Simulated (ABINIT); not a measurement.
# TaO (P6/mmm) in ABINIT: settings compared

Aim: see how the results for TaO move with the level of theory and the settings. Levels: PBE, LDA, PBEsol, RPBE. Tasks: single point.

Program: ABINIT 10.8.3 (patched build). These are calculated values, not measurements. Logs are shortened: lines on timing, memory, paths and dates and some standing lists are left out, and cuts for length are marked. The log counts tension as positive stress, the text compression.

## Step 1: Starting point

Symmetry: P6/mmm, No. 191, hexagonal system. Conventional cell: a = 3.066 Å, b = 3.066 Å, c = 3.855 Å, α = 90.00°, β = 90.00°, γ = 120.00°. Ta (site symmetry 6/mmm) has 2 O at 1.93 Å as nearest neighbours. O (site symmetry 6/mmm) has 2 Ta at 1.93 Å as nearest neighbours.

The cell was built by a generator and needn't be a form met in nature.

## Step 2: Single point, PBE

Input file run.abi:

```
# Pseudopotentials
pp_dirpath "./"
pseudos "Ta.GGA_PBE-JTH.xml, O.GGA_PBE-JTH.xml"

# Structure
acell 3*1.0
rprim
     5.7941081680     0.0000000000     0.0000000000
    -2.8970635326     5.0178464705     0.0000000000
     0.0000000000     0.0000000000     7.2849320050
ntypat 2
znucl 73 8
natom 2
typat 1 2
xcart
     0.0000000000     0.0000000000     3.6424660025
     0.0000000000     0.0000000000     0.0000000000

# Plane-wave basis
ecut 28.0
pawecutdg 50.0
pawxcdev 0
pawovlp 30

# k points
kptopt 1
ngkpt 10 10 7
nshiftk 1
shiftk 0.0 0.0 0.0

# Exchange and correlation
ixc 11

# Bands and occupations
nband 14
occopt 3
tsmear 0.00183747

# SCF cycle
nstep 100
tolvrs 1.0e-9

# Output
iomode 3
prtwf 0
prteig 0
prtebands 0
enunit 2
prtden 1
prtvha 1
prtvclmb 1
prtpot 1
```

Potentials or basis: JTH PAW PBE v2.0.

Run with:

```sh
$ abinit run.abi > log 2>&1
```

run.abo:

```text
.Version 10.8.3 of ABINIT
 Symmetries : space group P6/m m m (#191); Bravais hP (primitive hexag.)
================================================================================
 Values of the parameters that define the memory need of the present run
     intxc =       0    ionmov =       0      iscf =      17    lmnmax =      18
     lnmax =       6     mgfft =      36  mpssoang =       3    mqgrid =    3001
     natom =       2  nloc_mem =       2    nspden =       1   nspinor =       1
    nsppol =       1      nsym =      24    n1xccc =       1    ntypat =       2
    occopt =       3   xclevel =       2
       mpw =        1511          nfft =       32400          nkpt =          56
 PAW method is used; the additional fine FFT grid is defined by:
   mgfftf=        48    nfftf =     76800
================================================================================
================================================================================

--------------------------------------------------------------------------------
------------- Echo of variables that govern the present computation ------------
--------------------------------------------------------------------------------
 -outvars: echo values of preprocessed input variables --------
            acell      5.7941112250E+00  5.7941112250E+00  7.2849320050E+00 Bohr
              amu      1.80947900E+02  1.59994000E+01
             ecut      2.80000000E+01 Hartree
           enunit           2
                       outvar_i_n : Printing only first  50 k-points.
              ixc          11
                       outvar_i_n : Printing only first  50 k-points.
         kptrlatt       10    0    0      0   10    0      0    0    7
          kptrlen      5.09945240E+01
            natom           2
            nband          14
            ngfft          30      30      36
          ngfftdg          40      40      48
             nkpt          56
            nstep         100
             nsym          24
           ntypat           2
                       prtocc : prtvol=0, do not print more k-points.
           occopt           3
        pawecutdg      5.00000000E+01 Hartree
          pawovlp      3.0000000000E+01
         pawxcdev           0
        prtebands           0
           prteig           0
           prtpot           1
         prtvclmb           1
           prtvha           1
            prtwf           0
            rprim      1.0000000000E+00  0.0000000000E+00  0.0000000000E+00
                      -5.0000000000E-01  8.6602540378E-01  0.0000000000E+00
                       0.0000000000E+00  0.0000000000E+00  1.0000000000E+00
          spgroup         191
           tolvrs      1.00000000E-09
           tsmear      1.83747000E-03 Hartree
            typat      1  2
           useylm           1
                       outvars : Printing only first  50 k-points.
           xangst      0.0000000000E+00  0.0000000000E+00  1.9275099987E+00
                       0.0000000000E+00  0.0000000000E+00  0.0000000000E+00
[... 147 lines left out ...]
    2     -0.00000000000000    -0.00000000000000    -0.00000000000000
 frms,max,avg= 0.0000000E+00 0.0000000E+00   0.000E+00  0.000E+00  0.000E+00 h/b

 cartesian forces (eV/Angstrom) at end:
    1     -0.00000000000000    -0.00000000000000    -0.00000000000000
    2     -0.00000000000000    -0.00000000000000    -0.00000000000000
 frms,max,avg= 0.0000000E+00 0.0000000E+00   0.000E+00  0.000E+00  0.000E+00 e/A
 length scales=  5.794111225024  5.794111225024  7.284932005000 bohr
              =  3.066111615640  3.066111615640  3.855019997409 angstroms
 Fermi (or HOMO) energy (hartree) =   0.04650   Average Vxc (hartree)=  -0.40293
 Eigenvalues (hartree) for nkpt=  56  k points:
 kpt#   1, nband= 14, wtk=  0.00143, kpt=  0.0000  0.0000  0.0000 (reduced coord)
  -2.46092   -1.23863   -1.21493   -1.21493   -0.66786   -0.14714   -0.07999   -0.03948
  -0.03948    0.06889    0.06889    0.16220    0.16220    0.29382
      occupation numbers for kpt#   1
   2.00000    2.00000    2.00000    2.00000    2.00000    2.00000    2.00000    2.00000
   2.00000    0.00001    0.00001    0.00000    0.00000    0.00000
 prteigrs : prtvol=0 or 1, do not print more k-points.

 Fermi (or HOMO) energy (eV) =   1.26530   Average Vxc (eV)= -10.96439
 Eigenvalues (   eV  ) for nkpt=  56  k points:
 kpt#   1, nband= 14, wtk=  0.00143, kpt=  0.0000  0.0000  0.0000 (reduced coord)
 -66.96515  -33.70486  -33.06002  -33.06002  -18.17351   -4.00388   -2.17660   -1.07436
  -1.07436    1.87457    1.87457    4.41358    4.41358    7.99526
 prteigrs : prtvol=0 or 1, do not print more k-points.

--- !EnergyTerms
iteration_state     : {dtset: 1, }
comment             : Components of total free energy in Hartree
kinetic             :  1.34216893630961E+01
hartree             :  1.49842732726247E+01
xc                  : -1.10449306049376E+01
Ewald energy        : -5.61191594082034E+01
psp_core            :  7.31117088987075E+00
local_psp           : -2.87069195853571E+01
PAW spherical_terms : -1.49893361806915E+01
internal            : -7.51432122535982E+01
'-kT*entropy'       : -9.13397863424899E-04
total_energy        : -7.51441256514616E+01
total_energy_eV     : -2.04477582721845E+03
...

--- !EnergyTermsDC
iteration_state     : {dtset: 1, }
comment             : '"Double-counting" decomposition of free energy'
band_energy         : -1.43397294355353E+01
Ewald energy        : -5.61191594082034E+01
psp_core            :  7.31117088987075E+00
xc_dc               : -1.82752086367795E+01
PAW spherical_terms :  6.27971322303097E+00
internal            : -7.51432133676165E+01
'-kT*entropy'       : -9.13397863424899E-04
total_energy_dc     : -7.51441267654800E+01
total_energy_dc_eV  : -2.04477585753243E+03
...

--- !EnergyTermsWithPAWCore
iteration_state     : {dtset: 1, }
comment             : 'Components of total free energy, including PAW core contributions'
Total energy        : -1.56802017312494E+04
Total energy DC     : -1.56802017323635E+04
Total energy (eV)   : -4.26680025723929E+05
Total energy DC (eV): -4.26680025754243E+05
...

 Cartesian components of stress tensor (hartree/bohr^3)
  sigma(1 1)=  1.36546972E-05  sigma(3 2)=  0.00000000E+00
  sigma(2 2)=  1.36546972E-05  sigma(3 1)=  0.00000000E+00
  sigma(3 3)= -2.43883298E-05  sigma(2 1)=  0.00000000E+00

-Cartesian components of stress tensor (GPa)         [Pressure= -2.8647E-02 GPa]
- sigma(1 1)=  4.01735061E-01  sigma(3 2)=  0.00000000E+00
- sigma(2 2)=  4.01735061E-01  sigma(3 1)=  0.00000000E+00
- sigma(3 3)= -7.17529436E-01  sigma(2 1)=  0.00000000E+00

== END DATASET(S) ==============================================================
================================================================================

 -outvars: echo values of variables after computation  --------
            acell      5.7941112250E+00  5.7941112250E+00  7.2849320050E+00 Bohr
           etotal     -7.5144126765E+01
            fcart     -0.0000000000E+00 -0.0000000000E+00 -0.0000000000E+00
                      -0.0000000000E+00 -0.0000000000E+00 -0.0000000000E+00
            rprim      1.0000000000E+00  0.0000000000E+00  0.0000000000E+00
                      -5.0000000000E-01  8.6602540378E-01  0.0000000000E+00
                       0.0000000000E+00  0.0000000000E+00  1.0000000000E+00
           strten      1.3654697200E-05  1.3654697200E-05 -2.4388329826E-05
                       0.0000000000E+00  0.0000000000E+00  0.0000000000E+00
           xangst      0.0000000000E+00  0.0000000000E+00  1.9275099987E+00
                       0.0000000000E+00  0.0000000000E+00  0.0000000000E+00
             xred      0.0000000000E+00  0.0000000000E+00  5.0000000000E-01
                       0.0000000000E+00  0.0000000000E+00  0.0000000000E+00
 Calculation completed.
```

Wall time 40 s (1 thread of Arm Neoverse V2, shared host); peak memory 0.15 GiB.

What came out:

```yaml
Free_energy: -2044.7759 eV
Pressure: 0.0 GPa
Band_gap_on_the_k_mesh: none (metal or under the smearing width)
```

Levels at points of the mesh, in eV from the Fermi level:
```csv
k point,band 5,band 6,band 7,band 8,band 9,band 10,band 11,band 12,band 13,band 14
"(0.00, 0.00, 0.00)",-19.44,-5.27,-3.44,-2.34,-2.34,0.61,0.61,3.15,3.15,6.73
"(0.50, 0.00, 0.00)",-18.99,-4.82,-3.03,-2.98,-2.78,-0.60,2.36,3.78,5.06,6.16
```

Caveat: an odd number of electrons without spin polarisation forces a metal; a magnetic or distorted state may lie lower; the atomic spheres overlap. Spin-orbit coupling is left out, which matters for the levels of Ta.

## Step 3: Single point, LDA

run.abi: that of step 2 with these lines changed.

```diff
@@ -21,3 +21,2 @@
 pawecutdg 50.0
-pawxcdev 0
 pawovlp 30
@@ -31,3 +30,3 @@
 # Exchange and correlation
-ixc 11
+ixc 7
```

Potentials or basis: JTH PAW PBE v2.0.

Run with:

```sh
$ abinit run.abi > log 2>&1
```

run.abo:

```text
.Version 10.8.3 of ABINIT
 Symmetries : space group P6/m m m (#191); Bravais hP (primitive hexag.)
================================================================================
 Values of the parameters that define the memory need of the present run
     intxc =       0    ionmov =       0      iscf =      17    lmnmax =      18
     lnmax =       6     mgfft =      36  mpssoang =       3    mqgrid =    3001
     natom =       2  nloc_mem =       2    nspden =       1   nspinor =       1
    nsppol =       1      nsym =      24    n1xccc =       1    ntypat =       2
    occopt =       3   xclevel =       1
       mpw =        1511          nfft =       32400          nkpt =          56
 PAW method is used; the additional fine FFT grid is defined by:
   mgfftf=        48    nfftf =     76800
================================================================================
================================================================================

--------------------------------------------------------------------------------
------------- Echo of variables that govern the present computation ------------
--------------------------------------------------------------------------------
 -outvars: echo values of preprocessed input variables --------
            acell      5.7941112250E+00  5.7941112250E+00  7.2849320050E+00 Bohr
              amu      1.80947900E+02  1.59994000E+01
             ecut      2.80000000E+01 Hartree
           enunit           2
                       outvar_i_n : Printing only first  50 k-points.
              ixc           7
                       outvar_i_n : Printing only first  50 k-points.
         kptrlatt       10    0    0      0   10    0      0    0    7
          kptrlen      5.09945240E+01
            natom           2
            nband          14
            ngfft          30      30      36
          ngfftdg          40      40      48
             nkpt          56
            nstep         100
             nsym          24
           ntypat           2
                       prtocc : prtvol=0, do not print more k-points.
           occopt           3
        pawecutdg      5.00000000E+01 Hartree
          pawovlp      3.0000000000E+01
        prtebands           0
           prteig           0
           prtpot           1
         prtvclmb           1
           prtvha           1
            prtwf           0
            rprim      1.0000000000E+00  0.0000000000E+00  0.0000000000E+00
                      -5.0000000000E-01  8.6602540378E-01  0.0000000000E+00
                       0.0000000000E+00  0.0000000000E+00  1.0000000000E+00
          spgroup         191
           tolvrs      1.00000000E-09
           tsmear      1.83747000E-03 Hartree
            typat      1  2
           useylm           1
                       outvars : Printing only first  50 k-points.
           xangst      0.0000000000E+00  0.0000000000E+00  1.9275099987E+00
                       0.0000000000E+00  0.0000000000E+00  0.0000000000E+00
            xcart      0.0000000000E+00  0.0000000000E+00  3.6424660025E+00
                       0.0000000000E+00  0.0000000000E+00  0.0000000000E+00
             xred      0.0000000000E+00  0.0000000000E+00  5.0000000000E-01
                       0.0000000000E+00  0.0000000000E+00  0.0000000000E+00
            znucl       73.00000    8.00000

================================================================================

 chkinp: Checking input parameters for consistency.

================================================================================
== DATASET  1 ==================================================================

--- !DatasetInfo
iteration_state: {dtset: 1, }
dimensions: {natom: 2, nkpt: 56, mband: 14, nsppol: 1, nspinor: 1, nspden: 1, mpw: 1511, }
cutoff_energies: {ecut:  28.0, pawecutdg:  50.0, }
[... 110 lines left out ...]
 Atom  Sphere_radius  Integrated_density
    1        2.41973         10.64357566
    2        1.41465          4.55372688

================================================================================

 ----iterations are completed or convergence reached----

 Mean square residual over all n,k,spin=   26.591E-10; max=  20.551E-07
 reduced coordinates (array xred) for    2 atoms
       0.000000000000      0.000000000000      0.500000000000
       0.000000000000      0.000000000000      0.000000000000
 rms dE/dt=  0.0000E+00; max dE/dt=  0.0000E+00; dE/dt below (all hartree)
    1       0.000000000000      0.000000000000      0.000000000000
    2       0.000000000000      0.000000000000      0.000000000000

 cartesian coordinates (angstrom) at end:
    1      0.00000000000000     0.00000000000000     1.92750999870430
    2      0.00000000000000     0.00000000000000     0.00000000000000

 cartesian forces (hartree/bohr) at end:
    1     -0.00000000000000    -0.00000000000000    -0.00000000000000
    2     -0.00000000000000    -0.00000000000000    -0.00000000000000
 frms,max,avg= 0.0000000E+00 0.0000000E+00   0.000E+00  0.000E+00  0.000E+00 h/b

 cartesian forces (eV/Angstrom) at end:
    1     -0.00000000000000    -0.00000000000000    -0.00000000000000
    2     -0.00000000000000    -0.00000000000000    -0.00000000000000
 frms,max,avg= 0.0000000E+00 0.0000000E+00   0.000E+00  0.000E+00  0.000E+00 e/A
 length scales=  5.794111225024  5.794111225024  7.284932005000 bohr
              =  3.066111615640  3.066111615640  3.855019997409 angstroms
 Fermi (or HOMO) energy (hartree) =   0.03212   Average Vxc (hartree)=  -0.41579
 Eigenvalues (hartree) for nkpt=  56  k points:
 kpt#   1, nband= 14, wtk=  0.00143, kpt=  0.0000  0.0000  0.0000 (reduced coord)
  -2.47373   -1.25080   -1.22730   -1.22730   -0.67043   -0.15983   -0.09317   -0.05261
  -0.05261    0.05382    0.05382    0.14452    0.14452    0.28042
      occupation numbers for kpt#   1
   2.00000    2.00000    2.00000    2.00000    2.00000    2.00000    2.00000    2.00000
   2.00000    0.00001    0.00001    0.00000    0.00000    0.00000
 prteigrs : prtvol=0 or 1, do not print more k-points.

 Fermi (or HOMO) energy (eV) =   0.87416   Average Vxc (eV)= -11.31426
 Eigenvalues (   eV  ) for nkpt=  56  k points:
 kpt#   1, nband= 14, wtk=  0.00143, kpt=  0.0000  0.0000  0.0000 (reduced coord)
 -67.31370  -34.03598  -33.39651  -33.39651  -18.24341   -4.34915   -2.53537   -1.43162
  -1.43162    1.46447    1.46447    3.93259    3.93259    7.63050
 prteigrs : prtvol=0 or 1, do not print more k-points.

--- !EnergyTerms
iteration_state     : {dtset: 1, }
comment             : Components of total free energy in Hartree
kinetic             :  1.34095537748725E+01
hartree             :  1.49361961509700E+01
xc                  : -1.09084256946986E+01
Ewald energy        : -5.61191594082034E+01
psp_core            :  7.31117088987075E+00
local_psp           : -2.86603091763418E+01
PAW spherical_terms : -1.53645962792838E+01
internal            : -7.53955697428144E+01
'-kT*entropy'       : -9.35811533954228E-04
total_energy        : -7.53965055543484E+01
total_energy_eV     : -2.05164343423663E+03
...

--- !EnergyTermsDC
iteration_state     : {dtset: 1, }
comment             : '"Double-counting" decomposition of free energy'
band_energy         : -1.45684506887444E+01
Ewald energy        : -5.61191594082034E+01
psp_core            :  7.31117088987075E+00
xc_dc               : -1.80823764278510E+01
PAW spherical_terms :  6.06325259259867E+00
internal            : -7.53955630423294E+01
'-kT*entropy'       : -9.35811533954228E-04
total_energy_dc     : -7.53964988538633E+01
total_energy_dc_eV  : -2.05164325190714E+03
...

--- !EnergyTermsWithPAWCore
iteration_state     : {dtset: 1, }
comment             : 'Components of total free energy, including PAW core contributions'
Total energy        : -1.56706579110694E+04
Total energy DC     : -1.56706579043690E+04
Total energy (eV)   : -4.26420325146748E+05
Total energy DC (eV): -4.26420324964419E+05
...

 Cartesian components of stress tensor (hartree/bohr^3)
  sigma(1 1)=  2.69516094E-04  sigma(3 2)=  0.00000000E+00
  sigma(2 2)=  2.69516094E-04  sigma(3 1)=  0.00000000E+00
  sigma(3 3)=  4.98184367E-04  sigma(2 1)=  0.00000000E+00

-Cartesian components of stress tensor (GPa)         [Pressure= -1.0172E+01 GPa]
- sigma(1 1)=  7.92943725E+00  sigma(3 2)=  0.00000000E+00
- sigma(2 2)=  7.92943725E+00  sigma(3 1)=  0.00000000E+00
- sigma(3 3)=  1.46570901E+01  sigma(2 1)=  0.00000000E+00

== END DATASET(S) ==============================================================
================================================================================

 -outvars: echo values of variables after computation  --------
            acell      5.7941112250E+00  5.7941112250E+00  7.2849320050E+00 Bohr
           etotal     -7.5396498854E+01
            fcart     -0.0000000000E+00 -0.0000000000E+00 -0.0000000000E+00
                      -0.0000000000E+00 -0.0000000000E+00 -0.0000000000E+00
            rprim      1.0000000000E+00  0.0000000000E+00  0.0000000000E+00
                      -5.0000000000E-01  8.6602540378E-01  0.0000000000E+00
                       0.0000000000E+00  0.0000000000E+00  1.0000000000E+00
           strten      2.6951609421E-04  2.6951609421E-04  4.9818436717E-04
                       0.0000000000E+00  0.0000000000E+00  0.0000000000E+00
           xangst      0.0000000000E+00  0.0000000000E+00  1.9275099987E+00
                       0.0000000000E+00  0.0000000000E+00  0.0000000000E+00
             xred      0.0000000000E+00  0.0000000000E+00  5.0000000000E-01
                       0.0000000000E+00  0.0000000000E+00  0.0000000000E+00
 Calculation completed.
```

Run time: 41 s. Hardware: 1 thread of Arm Neoverse V2, shared host; peak memory 0.12 GiB.

Results:

```yaml
Free_energy: -2051.6433 eV
Pressure: -10.2 GPa
Band_gap_on_the_k_mesh: none (metal or under the smearing width)
```

Stress tensor (GPa, compression positive):
```
 -7.93   0.00   0.00
  0.00  -7.93   0.00
  0.00   0.00 -14.66
```

Levels at points of the mesh, in eV from the Fermi level:
```csv
k point,band 6,band 7,band 8,band 9,band 10,band 11,band 12,band 13
"(0.00, 0.00, 0.00)",-5.22,-3.41,-2.31,-2.31,0.59,0.59,3.06,3.06
"(0.50, 0.00, 0.00)",-4.83,-2.99,-2.96,-2.75,-0.68,2.27,3.89,5.03
```

Caveat: the PAW data sets were made with another functional, which shifts forces and pressure a little; an odd number of electrons without spin polarisation forces a metal; a magnetic or distorted state may lie lower; the atomic spheres overlap.

(Part 1 of 2 ends here.)
